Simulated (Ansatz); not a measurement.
LiSiP in Ansatz: convergence with scf exx energy threshold

The system is LiSiP.

```
Li Si P
1.0
     2.02883   -2.15990    0.00000
     2.02883    2.15990    0.00000
     0.00000    0.00000    5.44505
Li Si P
1 1 1
Direct
  0.50000 0.50000 0.50000
  0.50000 0.50000 0.00000
  0.00000 0.00000 0.00000
```

The cell was built by a generator and needn't be a form met in nature.

| Quantity | Value |
| --- | --- |
| Program | Ansatz 0.2.0 |
| Task | convergence study |
| Functional | HSE06 |
| Potentials or basis | Ansatz PAW |
| Cutoff | 420 eV (not typed: the program's choice for these potentials) |
| k mesh | 5 × 5 × 3 |
| Occupations | methfessel-paxton, width 0.05 eV |
| Spin | no spin polarisation |

These are the settings of the first run; the series varies scf exx energy threshold, with any setting tied to it.

Hardware: 2 threads of Arm Neoverse V2, with other jobs on the host.

| scf exx energy threshold | energy less the tightest run, at zero smearing (meV/atom) | SCF cycles | CPU time (s) | peak memory (GiB) |
| --- | --- | --- | --- | --- |
| 0.01 | 0.00 | 29 | 20 | 0.77 |
| 0.001 | 0.00 | 29 | 20 | 0.77 |
| 0.0001 | 0.00 | 29 | 20 | 0.77 |
| 1e-05 | 0.00 | 27 | 19 | 0.77 |
| 1e-06 | 0.00 | 28 | 19 | 0.77 |
| 1e-07 | 0.00 | 29 | 19 | 0.77 |

Against the tightest run, the energy stays within 1 meV/atom from 0.01 on. The tightest run that finished is the yardstick and may itself not be fully converged.

Caveat, for the tightest run too: the k mesh is coarse (spacing up to 0.42 Å⁻¹), so the values aren't converged, least of all with exact exchange.
